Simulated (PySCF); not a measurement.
# C6H10N2: the cost of one run

Computed with PySCF 2.14.0 and routines of our own; the level stands in each step. Atoms count from 0.

## 1. The system as given

18 atoms, charge 0, multiplicity 1; geometry from: GFN2-xTB.

## 2. Magnetic properties: GIAO PBE/pcSseg-1

The job: settings as JSON, then the geometry in Å.

```
{"job": {"kind": "mag", "xc": "PBE", "basis": "pcSseg-1", "isotopologues": 2}, "charge": 0, "multiplicity": 1}
C     -3.847649    -0.837175    -0.231364
C     -2.858787    -0.460870     0.576145
C     -1.708017     0.276631     0.128692
N     -0.779213     0.566648     0.952712
N      0.222609     1.344955     0.809174
C      1.443834     1.119741     0.586002
C      2.056050    -0.198364     0.212174
C      2.959292    -0.063378    -1.010906
H     -4.696351    -1.393342     0.126045
H     -3.836920    -0.598375    -1.282471
H     -2.875112    -0.705239     1.629086
H     -1.659935     0.560286    -0.925583
H      2.106943     1.970127     0.675793
H      1.262829    -0.925343     0.021703
H      2.648730    -0.559316     1.058819
H      2.384270     0.259819    -1.875961
H      3.425245    -1.017975    -1.243398
H      3.743423     0.667486    -0.824984
```

With the program's defaults for keys left out, this is: GIAO PBE/pcSseg-1 magnetisability, rotational g tensor and spin-rotation constants, non-relativistic, gas phase.

Run with:

```
> OMP_NUM_THREADS=1 python excited_run.py task.json out
```

The driver reads the jobs from task.json and runs them one after another.

**Question.** How long does this first job take on 1 thread of Intel Xeon 6975P-C, shared host, and how much memory does it need?

About 35 s, with a peak of 0.71 GiB.
